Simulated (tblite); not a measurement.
# C3H9NSeSi3: the cost of one run

Programs: tblite 0.8.0 and PySCF 2.14.0, with density-fitted response routines of our own. Each step states its level of theory. These are calculated values for one molecule in the gas phase, unless marked as measured. Atoms are numbered from 0 throughout.

## Step 1: The starting structure

17 atoms, charge 0, multiplicity 1; geometry from: force field or distance geometry start.

Bonds of the start (Å): C0–C1 1.35, C1–C2 1.42, C2–N3 1.17, C1–Si4 1.85, Si4–Se5 2.28, Se5–Si6 2.29, Si6–Si7 2.23, C0–H8 1.08, C0–H9 1.09, Si4–H10 1.47, Si4–H11 1.48, Si6–H12 1.46, Si6–H13 1.47, Si7–H14 1.48, Si7–H15 1.47, Si7–H16 1.47.

## Step 2: Relaxing the molecule with GFN2-xTB

Job settings and geometry (Å):

```
{"job": {"kind": "relax", "xc": "GFN2-xTB", "basis": "xTB"}, "charge": 0, "multiplicity": 1}
C      2.673800    -0.464600     1.021400
C      1.743400    -0.411400     0.049400
C      1.791200     0.623600    -0.926900
N      1.806200     1.474400    -1.734600
Si     0.401700    -1.678200    -0.013800
Se    -0.877200    -1.611700     1.872100
Si    -1.298100     0.627600     1.651400
Si    -2.493400     1.032600    -0.181700
H      3.457700     0.277100     1.077000
H      2.638000    -1.241600     1.778900
H      0.999800    -3.014100    -0.153000
H     -0.449600    -1.431700    -1.193500
H     -0.044200     1.382000     1.612700
H     -2.064300     1.072500     2.821900
H     -3.691500     0.171400    -0.190500
H     -2.918100     2.439300    -0.181800
H     -1.682700     0.764600    -1.376000
```

Run with:

```
OMP_NUM_THREADS=1 python probes_run.py task.json out
```

One launch serves the whole session: the jobs run in the order shown.

**Question.** How long does this first job take on 1 thread of Arm Neoverse N1, shared host, and how much memory does it need?

About 5.2 s, with a peak of 0.18 GiB.
